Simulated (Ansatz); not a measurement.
# Hf2ZrC3: the cost of one run

Computed with Ansatz 0.2.0 (DFT PBE, scalar-relativistic, plane waves, PAW, unless a step's input says otherwise).

**1. The starting structure**

The structure is hexagonal, space group P-6m2 (No. 187). Conventional cell: a = 4.415 Å, b = 4.415 Å, c = 6.136 Å, α = 90.00°, β = 90.00°, γ = 120.00°. Zr (site symmetry -6m2) has 5 C at 1.87 to 2.55 Å and 3 Hf at 2.55 Å in its first shell of neighbours. Hf (site symmetry -6m2) is surrounded by 6 C at 2.82 Å and 2 Hf at 3.07 Å. Around Hf (site symmetry -6m2) lie 3 Zr at 2.55 Å and 3 C at 2.55 Å. C (site symmetry 3m) has 1 Zr at 1.87 Å in its first shell of neighbours. Around C (site symmetry -6m2) lie 3 Hf at 2.55 Å and 3 Zr at 2.55 Å.

Coordinates:

```
Zr Hf C
1.0
     4.41495    0.00000    0.00000
    -2.20748    3.82346    0.00000
     0.00000    0.00000    6.13587
Zr Hf C
1 2 3
Cartesian
  0.0000 2.5490 3.0679
  0.0000 0.0000 0.0000
  0.0000 0.0000 3.0679
  0.0000 2.5490 4.9344
  0.0000 2.5490 1.2015
  2.2075 1.2745 3.0679
```

Recipe of the guess: random cell by space group and Wyckoff sites (P-6m2, No. 187). Lengths come from tabulated atomic sizes and are only a guess.

**2. The guess as it stands, on a coarse mesh**

The input, input.yaml:

```yaml
crystal:
  lattice:
    - [4.4149523, 0.0, 0.0]
    - [-2.20747615, 3.82346085, 0.0]
    - [0.0, 0.0, 6.13586713]
  atoms:
    - { symbol: Zr, position: [0.33333333, 0.66666667, 0.5] }
    - { symbol: Hf, position: [0.0, 0.0, 0.0] }
    - { symbol: Hf, position: [0.0, 0.0, 0.5] }
    - { symbol: C, position: [0.33333333, 0.66666667, 0.80418279] }
    - { symbol: C, position: [0.33333333, 0.66666667, 0.19581721] }
    - { symbol: C, position: [0.66666667, 0.33333333, 0.5] }
basis:
  ecutwfc: 420
kpoints:
  mp_grid: { grid: [6, 6, 4] }
hamiltonian:
  xc: pbe
scf:
  occupations: { method: gaussian, width: 0.1 }
  lower_state_search: "off"
output:
  forces: true
  stress: true
  eigenvalues: true
```

Run with:

```bash
$ ansatz run input.yaml --threads 1 --pin off --max-ram 2560MiB --backend cpu --events-out ev --progress --plain --runs-dir out
```

What time and memory should one allow on 1 thread of Intel Xeon at 2.50GHz (Skylake/Cascade Lake), shared host?

About 15 s, with a peak of 0.41 GiB.
